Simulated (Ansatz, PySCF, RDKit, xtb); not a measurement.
# CH4ClGe: a search for the lowest isomer

Task: start from the formula CH4ClGe (odd number of electrons), draw up candidate structures, narrow them down in stages, and characterise the one that lies lowest at 298.15 K.

Plan: many cheap relaxations first (GFN2-xTB), then density-functional screening, relaxation at B3LYP-D3(BJ)/def2-SVP, vibrations and a final energy. The numbers are computed, not measured.

6 further runs of the same task are left out: 2 that didn't finish, 4 set aside as unsound or not needed.

**1. Candidates**

All bonding patterns within simple valence rules are listed by program: one Lewis structure each, at most two rings and one unusual centre or charged pair. O–O, O–halogen and N–halogen bonds and N–N–N chains are not drawn. That gives 4 candidates.

```
label           SMILES     spin
 c090    Cl[CH2][GeH2]  doublet
 c121     Cl[CH][GeH3]  doublet
 c491   [CH3][GeH][Cl]  doublet
 c650  [CH2][GeH2][Cl]  doublet
```

Candidates are built by distance geometry, with a force field where one applies, in up to four conformers (letters a to d). 6 starts with atoms placed at random are added, to find patterns that the rules miss.

**Question.** With final energies at CCSD(T)/def2-SVP + MP2/def2-TZVPP - MP2/def2-SVP, which structure will this search put lowest in free energy, and by what margin?

| quantity | value |
| --- | --- |
| lowest structure found | [CH3][GeH][Cl], doublet, C1 |
| next finalist | [CH2][GeH2][Cl], doublet, 17.8 kcal/mol higher in G |
| share at equilibrium, among the finalists | 100.0 % |
| harmonic wavenumbers, lowest and highest (B3LYP-D3(BJ)/def2-SVP) | 110 and 3160 cm⁻¹ |
| rotational constants, same geometry | 0.3756, 0.1092, 0.08751 cm⁻¹ |
| dipole moment (PBE0/def2-TZVPD) | 2.52 D |
| HOMO energy (highest over α and β) (PBE0/def2-TZVPD) | -6.41 eV |
| LUMO energy (lowest over α and β) (PBE0/def2-TZVPD) | -3.11 eV |
| lowest excitation (TD-B3LYP/def2-SVPD) | 3.51 eV (f = 0.007) |
| strongest of the states computed, same level | 4.39 eV (f = 0.050) |
| vertical ionisation energy (to the singlet cation) | 8.54 eV |
| vertical electron affinity | 1.27 eV |
| vertical quartet less doublet | +6.32 eV |

The lowest structure found is `[CH3][GeH][Cl]`. The margin of 17.8 kcal/mol over the next finalist is beyond the usual error of the last level; it says nothing of structures that weren't ranked. GFN2-xTB, r2SCAN-D4/def2-SVP, B3LYP-D3(BJ)/def2-SVP, HF/def2-SVP and MP2/def2-SVP already put its bonding pattern lowest among the structures in one piece; HF/STO-3G favours the doublet [CH2][GeH2][Cl]. The stability test raises a flag; for an open shell a flag towards a general spinor solution can be the free rotation of the spin. Lowest found is not proven lowest: the search is finite, and each finalist counts with one conformer. Patterns outside the rules of the enumeration were met only by chance.
